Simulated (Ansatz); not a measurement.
# AsNH3−: functionals against CCSD(T) at one geometry

An exercise on one series of results from a longer session: the logs are not shown, and one member is left open.

Computed with Ansatz 0.2.0, Gaussian basis. Level: single points in def2-TZVPPD.

Correlated methods freeze the cores. Filled d shells of the heavier atoms are correlated.

## The starting structure

SMILES `[NH-][AsH2]`, 5 atoms, charge -1, spin multiplicity 1.

Atoms are counted from 1 here; the program's logs count them from 0.

Bond lengths: N1–As2 1.681 Å, N1–H3 1.085 Å, As2–H4 1.631 Å, As2–H5 1.728 Å. Angles: As2–N1–H3 109.7°, N1–As2–H4 95.8°, N1–As2–H5 108.1°, H4–As2–H5 85.1°.

As a file:

```xyz
5
charge -1, multiplicity 1
N     0.2363   -0.7476    0.8193
As    0.0956    0.0429   -0.6571
H     1.2358   -1.1567    0.9204
H    -1.5346    0.0713   -0.6750
H    -0.0273    1.7386   -0.3482
```

Set-up of the first run:

File run/in.yaml:

```yaml
crystal:
  periodic: [false, false, false]
  atoms:
    - {symbol: N, position_ang: [0.236300, -0.747600, 0.819300]}
    - {symbol: As, position_ang: [0.095600, 0.042900, -0.657100]}
    - {symbol: H, position_ang: [1.235800, -1.156700, 0.920400]}
    - {symbol: H, position_ang: [-1.534600, 0.071300, -0.675000]}
    - {symbol: H, position_ang: [-0.027300, 1.738600, -0.348200]}
basis:
  gaussian: {orbitals: "def2-TZVPPD.json"}
total_charge: -1
correlation: {method: ccsd_t}
output: {forces: true}
```

The basis file named in the input lies beside it (Basis Set Exchange, JSON).

The command line of these runs was not kept.

Among the steps run: CCSD(T)/def2-TZVPPD; PBE0-D4/def2-TZVPPD; wB97M-V/def2-TZVPPD; r2SCAN-D4/def2-TZVPPD; PBE-D4/def2-TZVPPD; HSE06-D4/def2-TZVPPD; wB97X-V/def2-TZVPPD.

One table of the session follows, with a row left open; its other results are not shown here.

```
   method  RMS force component (eV/Å)  angle to CCSD(T) forces (°)
  CCSD(T)                       1.816                    reference
  PBE0-D4                           ?                            ?
  wB97M-V                       1.734                          3.9
r2SCAN-D4                       1.715                          2.9
   PBE-D4                       1.760                          7.3
 HSE06-D4                       1.712                          3.6
  wB97X-V                       1.729                          4.9
```

**Question.** Estimate the row for PBE0-D4.

**Answer.** RMS force component (eV/Å): 1.712; angle to CCSD(T) forces (°): 3.8.

Limits of these values: The anion's highest level is positive in at least one run, so there the basis alone may hold the extra electron.
